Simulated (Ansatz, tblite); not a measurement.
BN: GFN1-xTB, run from Python

These are simulated results from tblite 0.8.0, not measurements. The cell was built from a prototype and was relaxed with r2SCAN in plane waves (Ansatz 0.2.0). Not every such cell is a known phase. All runs are without spin polarisation.

It is hexagonal, P6_3/mmc (No. 194); conventional cell a = 2.501 Å, c = 6.893 Å, 9.33 Å³ an atom. Around B lie 3 N at 1.44 Å; around N lie 3 B at 1.44 Å.

tblite solves periodic systems at the zone centre alone, so the script builds a cluster of 4×4×2 conventional cells (128 atoms), which folds in a coarse mesh of k points.

run.py reads:

```python
import json
from ase import Atoms
from ase.build import make_supercell
from ase.units import Bohr, GPa, Hartree
from tblite.interface import Calculator

atoms = Atoms(['B', 'B', 'N', 'N'],
              cell=[[2.500838, 0.0, 0.0], [-1.250419, 2.165789, 0.0], [0.0, 0.0, 6.89313]],
              scaled_positions=[[0.333333, 0.666667, 0.25], [0.666667, 0.333333, 0.75], [0.666667, 0.333333, 0.25], [0.333333, 0.666667, 0.75]],
              pbc=True)
cluster = make_supercell(atoms, [[4, 0, 0], [0, 4, 0], [0, 0, 2]])
calc = Calculator('GFN1-xTB', cluster.numbers, cluster.positions / Bohr, lattice=cluster.cell[:] / Bohr, periodic=cluster.pbc)
calc.set('temperature', 0.02 / Hartree)
calc.set('max-iter', 150)
res = calc.singlepoint()
levels = res.get('orbital-energies') * Hartree
nv = round(res.get('orbital-occupations').sum() / 2)
cells = len(cluster) // len(atoms)
out = {'energy_per_cell': res.get('energy') * Hartree / cells, 'homo': levels[nv - 1], 'lumo': levels[nv],
       'stress': (-res.get('virial') * Hartree / cluster.get_volume() / GPa).tolist(), 'charges': res.get('charges')[:len(atoms)].tolist(), 'electrons': 2 * nv / cells}
json.dump(out, open('results.json', 'w'))
for key, value in out.items():
    print(key, value)
```

Command: `python run.py`. It took 3.2 s on 1 thread of Arm Neoverse V1 (shared host), peak memory 0.13 GiB.

What it printed:

```
------------------------------------------------------------
  cycle        total energy    energy error   density error
------------------------------------------------------------
      1     -295.5673317209  -2.9865338E+02   9.9605349E-01
      2     -300.5206205830  -4.9532889E+00   5.1049212E-01
      3     -300.5248795508  -4.2589678E-03   2.2038593E-01
      4     -300.5268213317  -1.9417809E-03   1.1431292E-02
      5     -300.5288760391  -2.0547074E-03   2.1341776E-03
      6     -300.5289499479  -7.3908763E-05   2.0488700E-05
      7     -300.5289499455   2.3408688E-09   2.5950576E-05
      8     -300.5289499556  -1.0076292E-08   1.2858204E-06
------------------------------------------------------------

 total:                                   2.589 sec
energy_per_cell -255.55653964810955
homo -13.26102116585528
lumo -8.066510372953775
stress [[1.5739222490753029, -2.7355576327625212e-05, 3.031556358944062e-06], [-2.73555763277852e-05, 1.5739658531295369, -1.7502701562117404e-06], [3.031556358941171e-06, -1.7502701562087912e-06, -0.032628086840592395]]
charges [0.39758270923005434, 0.3975811642962568, -0.39758250103753423, -0.39758100119845596]
electrons 16.0
```

The cycle table is in hartree for the whole cluster, and the lines after it are in eV (the energy for one cell). The printed stress is in GPa and positive in compression, and the pressure is its mean diagonal.

GFN1-xTB gives a gap of 5.19 eV. On the same cell, plane-wave PBE (Ansatz, 12×12×4 k points and the special points) gives a gap of 4.34 eV and r2SCAN a gap of 4.89 eV; on shared hosts these took about 2.1 and 5.1 core-seconds on the 4-atom cell, against 3.2 for the script. Semilocal gaps usually lie below measured ones. xTB was fitted to molecules, so gaps, charges and pressures of solids can be far off, and the gap also depends on the size of the cluster.

The same script was run on cells scaled at fixed shape and fractional coordinates:

```tsv
volume (Å³/atom)	energy (meV/atom)	pressure (GPa, positive in compression)	gap (eV)
8.21	133.1	41.33	5.31
8.77	31.8	18.00	5.26
9.33	0.0	1.04	5.19
9.89	19.4	-11.52	5.12
10.45	76.8	-20.87	4.99
```

A Birch-Murnaghan fit puts the minimum at 9.37 Å³/atom, 0.4 % above the given cell, with a bulk modulus of 238 GPa at fixed shape.

xTB was fitted mostly to molecules, and a small cluster samples few k points, so gaps, pressures and kinks along a curve can be far from a solid's.
